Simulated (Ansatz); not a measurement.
# ZnIn2O4: the cost of one run

Computed with Ansatz 0.2.0 (DFT PBEsol, scalar-relativistic, plane waves, PAW, unless a step's input says otherwise).

### Step 1. Starting point

It takes space group Fd-3m (No. 227, cubic). The conventional cell has a = 9.055 Å, b = 9.055 Å, c = 9.055 Å, α = 90.00°, β = 90.00°, γ = 90.00°. Around Zn (site symmetry -43m) lie 4 O at 2.06 Å. In (site symmetry -3m) has 6 O at 2.21 Å in its first shell of neighbours. O (site symmetry 3m) is surrounded by 1 Zn at 2.06 Å and 3 In at 2.21 Å.

Structure file:

```cif
data_structure
_symmetry_space_group_name_H-M 'Fd-3m:1'
_symmetry_Int_Tables_number 227
_cell_length_a 9.0552
_cell_length_b 9.0552
_cell_length_c 9.0552
_cell_angle_alpha 90.000
_cell_angle_beta 90.000
_cell_angle_gamma 90.000
_cell_volume 742.49
loop_
_atom_site_label
_atom_site_type_symbol
_atom_site_symmetry_multiplicity
_atom_site_Wyckoff_symbol
_atom_site_fract_x
_atom_site_fract_y
_atom_site_fract_z
_atom_site_occupancy
Zn1 Zn 8 b 0.25000 0.75000 0.25000 1
In1 In 16 c 0.87500 0.87500 0.12500 1
O1 O 32 e 0.38111 0.88111 0.38111 1
```

The structure comes from the Materials Project (structure only).

(A quick probe on a coarse mesh, which set the mesh and smearing, is not shown.)

### Step 3. The relaxation

The input, input.yaml:

```yaml
crystal:
  lattice:
    - [0.0, 4.52758, 4.52758]
    - [4.52758, 0.0, 4.52758]
    - [4.52758, 4.52758, 0.0]
  atoms:
    - { symbol: Zn, position: [0.25, 0.25, 0.25] }
    - { symbol: Zn, position: [0.0, 0.0, 0.0] }
    - { symbol: In, position: [0.625, 0.625, 0.125] }
    - { symbol: In, position: [0.625, 0.125, 0.625] }
    - { symbol: In, position: [0.125, 0.625, 0.625] }
    - { symbol: In, position: [0.625, 0.625, 0.625] }
    - { symbol: O, position: [0.381105, 0.381105, 0.381105] }
    - { symbol: O, position: [0.856685, 0.381105, 0.381105] }
    - { symbol: O, position: [0.381105, 0.856685, 0.381105] }
    - { symbol: O, position: [0.381105, 0.381105, 0.856685] }
    - { symbol: O, position: [0.868895, 0.868895, 0.393315] }
    - { symbol: O, position: [0.868895, 0.393315, 0.868895] }
    - { symbol: O, position: [0.868895, 0.868895, 0.868895] }
    - { symbol: O, position: [0.393315, 0.868895, 0.868895] }
basis:
  ecutwfc: 420
kpoints:
  mp_grid: { grid: [6, 6, 6] }
hamiltonian:
  xc: pbesol
scf:
  occupations: { method: gaussian, width: 0.02 }
output:
  forces: true
  stress: true
  eigenvalues: true
relax:
  adjacent_minimum: "off"
  f_tol: 0.005
  max_steps: 80
  cell: { stress_tol: 0.05 }
```

Launch:

```bash
$ ansatz run input.yaml --threads 4 --pin off --max-ram 10240MiB --backend cpu --events-out ev --progress --plain --runs-dir out
```

Q: Estimate wall time and peak memory on 4 threads of Oxide Virtual Turin-like (Zen 5), shared host.

About 21 s, with a peak of 0.81 GiB.
